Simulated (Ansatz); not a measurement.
Runs of Ansatz 0.2.0 on Ta4NiO11. The structure is cubic, space group F-43m (No. 216). The conventional cell has a = 9.734 Å, b = 9.734 Å, c = 9.734 Å, α = 90.00°, β = 90.00°, γ = 90.00°. Ta (site symmetry 3m) is surrounded by 6 O at 1.91 to 2.11 Å. Ni (site symmetry -43m) is surrounded by 10 O at 2.64 to 2.92 Å. O (site symmetry -43m) is surrounded by 12 O at 3.48 Å. O (site symmetry 3m) is surrounded by 3 Ta at 2.11 Å. O (site symmetry 2mm) is surrounded by 2 Ta at 1.91 Å. The cell was built by a generator and needn't be a form met in nature.

```tsv
task	level	potentials or basis	cell	k mesh	cutoff (eV)	basis error allowed	gap on the mesh (eV)	pressure (GPa)	moment (μB)	relaxed volume (Å³/atom)	largest force (eV/Å)
relaxation of cell and atoms	PBE+D3(BJ)	all-electron PAW datasets made for the crystal	relaxed	3 × 3 × 3	-	-	none	0.0	2.15	14.18	0.01
relaxation of cell and atoms	PBE	all-electron PAW datasets made for the crystal	relaxed	3 × 3 × 3	-	-	none	0.0	2.15	14.41	0.01
band structure	LDA	all-electron LAPW, scalar-relativistic	as given	4 × 4 × 4	452	0.003 eV/atom	-	(a)	2.10	-	0.43
relaxation of cell and atoms	PBE+D4	all-electron PAW datasets made for the crystal	relaxed	3 × 3 × 3	-	-	none	0.0	2.15	14.18	-
```

Alike in all rows: spin collinear, ferromagnetic start; smearing fermi-dirac 0.05 eV; the mesh is coarse, so values aren't converged.

Estimate the missing entries.

(a) -9.3.

Caveats: some runs use coarse meshes; the k mesh is thin for a metal, which can move the energy by tens of meV per atom; a cell with one magnetic atom can't hold antiferromagnetic order, which such compounds often take; semilocal functionals often make such compounds metallic where correlation or magnetic order opens a gap, which also shifts bond lengths; pairwise dispersion overbinds metals, which lowers pressure and volume (some runs).

A k mesh can miss the band edges, and the runs leave out spin-orbit coupling on Ta.

A gap of «none» marks a metal or a gap under the smearing width.

Not every run made on this cell is shown here.
